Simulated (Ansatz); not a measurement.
# CH₅AlBrGa: small, medium and large basis sets

Aim: see how fast density functionals converge with the basis set for CH₅AlBrGa.

Program: Ansatz 0.2.0, Gaussian basis. Level of theory: one geometry, several basis sets. These are calculated values, not measurements.

Levels to be run: PBE0-D4/def2-SVP; ωB97M-V/def2-SVP; PBE0-D4/def2-QZVPP; ωB97M-V/def2-QZVPP; the functionals' def2-TZVPP values are taken from earlier runs.

## (1) The geometry

The geometry comes from an earlier relaxation with PBE0-D4 in a triple-zeta def2 set; it is a stationary point, not always the lowest conformer.

SMILES `[CH3][Al]([GaH2])[Br]`, 9 atoms, charge 0, spin multiplicity 1.

Atoms are counted from 1 here; the program's logs count them from 0.

Bond lengths: C1–Al2 1.947 Å, C1–H5 1.095 Å, C1–H6 1.093 Å, C1–H7 1.095 Å, Al2–Ga3 2.510 Å, Al2–Br4 2.286 Å, Ga3–H8 1.578 Å, Ga3–H9 1.578 Å. Angles: Al2–C1–H5 110.2°, Al2–C1–H6 113.0°, Al2–C1–H7 110.2°, H5–C1–H6 108.3°, H5–C1–H7 106.8°, H6–C1–H7 108.2°, C1–Al2–Ga3 132.1°, C1–Al2–Br4 115.6°, Ga3–Al2–Br4 112.3°, Al2–Ga3–H8 122.2°, Al2–Ga3–H9 122.2°, H8–Ga3–H9 115.6°.

## (2) PBE0-D4 in def2-SVP

The input, in.yaml:

```yaml
crystal:
  periodic: [false, false, false]
  atoms:
    - {symbol: C, position_ang: [-0.208002, 1.606076, -0.843132]}
    - {symbol: Al, position_ang: [-0.289569, -0.283235, -0.381412]}
    - {symbol: Ga, position_ang: [0.646952, -1.584048, 1.550500]}
    - {symbol: Br, position_ang: [-1.444455, -1.609602, -1.842178]}
    - {symbol: H, position_ang: [-1.218651, 2.018393, -0.927184]}
    - {symbol: H, position_ang: [0.344638, 2.200746, -0.111920]}
    - {symbol: H, position_ang: [0.268807, 1.735327, -1.820160]}
    - {symbol: H, position_ang: [2.069956, -2.263215, 1.495862]}
    - {symbol: H, position_ang: [-0.169675, -1.820442, 2.879634]}
basis:
  gaussian: {orbitals: def2-SVP}
hamiltonian: {xc: pbe0, dispersion: d4}
output: {orbitals: {seedname: orbitals}}
```

Command:

```console
$ ansatz run in.yaml --threads 2 --pin off --events-out ev --progress --plain --max-ram 22528MiB --backend cpu
```

Further steps of the session: ωB97M-V in def2-SVP; PBE0-D4 in def2-QZVPP; ωB97M-V in def2-QZVPP.

Before running them: what should the planned runs give, taken together? Wanted: PBE0-D4: double and triple zeta above quadruple; ωB97M-V: double and triple zeta above quadruple.

As calculated:

| quantity | value |
| --- | --- |
| PBE0-D4: double and triple zeta above quadruple | 21.66, 2.88 eV |
| ωB97M-V: double and triple zeta above quadruple | 21.58, 2.80 eV |

What this shows: For PBE0-D4 the step from double to triple zeta gains 18.78 eV and the next only 2.88 eV. Total energies overstate the basis error of differences, where much of it tends to cancel.
